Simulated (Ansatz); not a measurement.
# Al: a surface, (100), 5 layers

Aim: cut a slab of Al (100), 5 layers from the relaxed bulk, relax it, and get surface energy and work function. Methods of the runs shown: PAW. Its runs: bulk cell relaxed (PAW); bulk in the slab's orientation (PAW); the reference run (PAW); atoms relaxed (PAW); field of 0.3 V/Å along the normal (PAW); no images along the normal (PAW); core holes in 2p of Al (PAW); Si in place of Al in the outer layer (PAW); Si in place of Al in the middle layer (PAW).

Program: Ansatz 0.2.0. Level of theory: DFT, PBEsol, PAW with Ansatz's default frozen-core files, scalar-relativistic. These are calculated values, not measurements.

### 1 The system as given

The structure is cubic, space group Fm-3m (No. 225). Conventional cell: a = 4.050 Å, b = 4.050 Å, c = 4.050 Å, α = 90.00°, β = 90.00°, γ = 90.00°. Al (site symmetry m-3m) has 12 Al at 2.86 Å as nearest neighbours.

Coordinates:

```
CELL_PARAMETERS angstrom
0.00000 2.02510 2.02510
2.02510 0.00000 2.02510
2.02510 2.02510 0.00000
ATOMIC_POSITIONS crystal
Al 0.00000 0.00000 0.00000
```

### 2 Bulk cell relaxed, PAW

File input.yaml:

```yaml
crystal:
  lattice:
    - [0.0, 2.0251003354, 2.0251003354]
    - [2.0251003354, 0.0, 2.0251003354]
    - [2.0251003354, 2.0251003354, 0.0]
  atoms:
    - { symbol: Al, position: [0.0, 0.0, 0.0] }
kpoints:
  mp_grid: { grid: [18, 18, 18] }
scf:
  occupations: { method: fermi_dirac, width: 0.08 }
hamiltonian:
  xc: pbesol
  pseudopotentials: { kind: paw }
output:
  forces: true
  stress: true
  write_density: true
  write_potential: true
  elf: true
  volumetric_format: npy
relax:
  f_tol: 0.005
  max_steps: 40
  cell: {}
```

The run is started by

```bash
ansatz run input.yaml --threads 2 --pin off --max-ram 4096MiB --backend cpu --events-out ev --progress --plain --runs-dir out
```

Further steps of the session: Bulk in the slab's orientation, PAW; Slab as cut, PAW; Atoms relaxed, PAW; Field of 0.3 V/Å along the normal, PAW; No images along the normal, PAW; Core holes in 2p of Al, PAW; Si in place of Al in the outer layer, PAW; Si in place of Al in the middle layer, PAW.

Q: Predict the outcome of this session. Wanted: surface energy; work function; outer layer spacing; surface core-level shift by Z+1; core-level shifts among the layers.

**Answer**, as computed:

```
                                      quantity                               value
                 surface energy (PAW, relaxed)                           1.07 J/m²
                  work function (PAW, relaxed)                             4.34 eV
                     outer layer spacing (PAW)                       2.01 → 2.04 Å
         surface core-level shift by Z+1 (PAW)                            -0.05 eV
core-level shifts among the layers (PAW holes)  Al1 +0.00, Al2 +0.00, Al3 +0.00 eV
```

What this shows: By PAW the surface costs 1.08 J/m² as cut and 1.07 J/m² relaxed. The outermost spacing changes by +1.4 % (PAW). The field of 0.3 V/Å along the normal induces a dipole of 0.153 e·Å per cell (PAW). Putting the next element in the outer rather than the middle layer costs -0.05 eV (PAW); in the Z+1 picture that is the binding energy at the surface less that inside. Thickness wasn't converged, and no reconstruction was sought.
